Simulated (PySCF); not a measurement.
# AlBr⁺ at other levels of theory

What do other methods print for AlBr⁺?

Computed with PySCF 2.14.0. Level: method and basis as typed in the scripts.

## 1. Starting geometry

AlBr⁺: 2 atoms, charge 1, spin multiplicity 2.

Bond lengths: Al1–Br2 2.410 Å.

## 2. The base run

Input file input.py:

```python
from pyscf import gto, scf, mp

mol = gto.M(
    atom='Al 0 0 0; Br 0 0 2.41',
    basis='cc-pvdz',
    charge=1,
    spin=1,
    verbose=4,
)
mf = scf.UHF(mol)
mf.kernel()
mp.MP2(mf, frozen=14).kernel()
mf.dip_moment()
print('orbital energies (hartree):', [e[max(0, n-3):n+3].round(4) for e, n in zip(mf.mo_energy, mol.nelec)])
```

The run is started by

```sh
$ python input.py
```

## 3. ROHF

Run 1 changes SCF type: UHF → ROHF.

Input file input.py:

```python
from pyscf import gto, scf, mp

mol = gto.M(
    atom='Al 0 0 0; Br 0 0 2.41',
    basis='cc-pvdz',
    charge=1,
    spin=1,
    verbose=4,
)
mf = scf.ROHF(mol)
mf.kernel()
mp.MP2(mf, frozen=14).kernel()
mf.dip_moment()
print('orbital energies (hartree):', mf.mo_energy[..., max(0, mol.nelec[1]-3):mol.nelec[0]+3].round(4))
```

## 4. CASSCF (ROHF)

Run 2 changes step after the SCF: mp2 → casscf; SCF type: UHF → ROHF; active space: none → 1 electrons in 2 orbitals.

Input file input.py:

```python
from pyscf import gto, scf, mcscf

mol = gto.M(
    atom='Al 0 0 0; Br 0 0 2.41',
    basis='cc-pvdz',
    charge=1,
    spin=1,
    verbose=4,
)
mf = scf.ROHF(mol)
mf.kernel()
mc = mcscf.CASSCF(mf, 2, 1)
mc.kernel()
mc.analyze()
mf.dip_moment()
print('orbital energies (hartree):', mf.mo_energy[..., max(0, mol.nelec[1]-3):mol.nelec[0]+3].round(4))
```

## 5. Gradient

Run 3 changes step after the SCF: mp2 → gradient.

input.py: that of step 2 with these lines changed.

```diff
@@ -1,2 +1,2 @@
-from pyscf import gto, scf, mp
+from pyscf import gto, scf
 
@@ -11,3 +11,3 @@
 mf.kernel()
-mp.MP2(mf, frozen=14).kernel()
+mf.nuc_grad_method().kernel()
 mf.dip_moment()
```

## 6. Population analysis

Run 4 changes step after the SCF: mp2 → analyze.

Input file input.py:

```python
from pyscf import gto, scf

mol = gto.M(
    atom='Al 0 0 0; Br 0 0 2.41',
    basis='cc-pvdz',
    charge=1,
    spin=1,
    verbose=4,
)
mf = scf.UHF(mol)
mf.kernel()
mf.analyze()
print('orbital energies (hartree):', [e[max(0, n-3):n+3].round(4) for e, n in zip(mf.mo_energy, mol.nelec)])
```

## 7. TDHF

Run 5 changes step after the SCF: mp2 → tddft; number of roots: none → 3.

input.py: that of step 2 with these lines changed.

```diff
@@ -1,2 +1,2 @@
-from pyscf import gto, scf, mp
+from pyscf import gto, scf, tdscf
 
@@ -11,3 +11,6 @@
 mf.kernel()
-mp.MP2(mf, frozen=14).kernel()
+td = tdscf.TDHF(mf)
+td.nstates = 3
+td.kernel()
+td.analyze()
 mf.dip_moment()
```

## 8. Geometry optimisation

Run 6 changes step after the SCF: mp2 → optimize.

Input file input.py:

```python
from pyscf import gto, scf
from pyscf.geomopt.geometric_solver import optimize

mol = gto.M(
    atom='Al 0 0 0; Br 0 0 2.41',
    basis='cc-pvdz',
    charge=1,
    spin=1,
    verbose=4,
)
mf = scf.UHF(mol)
mf.kernel()
mol_eq = optimize(mf, maxsteps=30)
print('optimised geometry (angstrom)')
print(mol_eq.tostring('raw'))
print('orbital energies (hartree):', [e[max(0, n-3):n+3].round(4) for e, n in zip(mf.mo_energy, mol.nelec)])
```

What does the calculation give? Wanted: for each run, E(SCF); from base; gap, α spin; after the SCF.

The runs gave:

| run | E(SCF) (hartree) | from base (eV) | cycles | gap, α spin (eV) | after the SCF |
| --- | --- | --- | --- | --- | --- |
| base | -2814.058453 | 0 | 12 | 11.53 | MP2 correlation -4.056 eV, core frozen |
| ROHF | -2814.054696 | +0.1022 | 11 | n/a | MP2 correlation -4.099 eV, core frozen |
| CASSCF (ROHF) | -2814.054696 | +0.1022 | 11 | n/a | CASSCF correlation 0.000 eV (this space leaves nothing to correlate) |
| gradient | -2814.058453 | 0.0000 | 12 | 11.53 | n/a |
| population analysis | -2814.058453 | 0.0000 | 12 | 11.53 | n/a |
| TDHF | -2814.058453 | 0.0000 | 12 | 11.53 | lowest root found 2.11 eV |
| geometry optimisation | -2814.058453 | 0.0000 | 12 | 11.53 | bond 2.199 Å, -0.256 eV |

SCF columns refer to the geometry typed in the script.

**Reading.** The dearest run is “geometry optimisation”, at 9 s against 0.83 s.
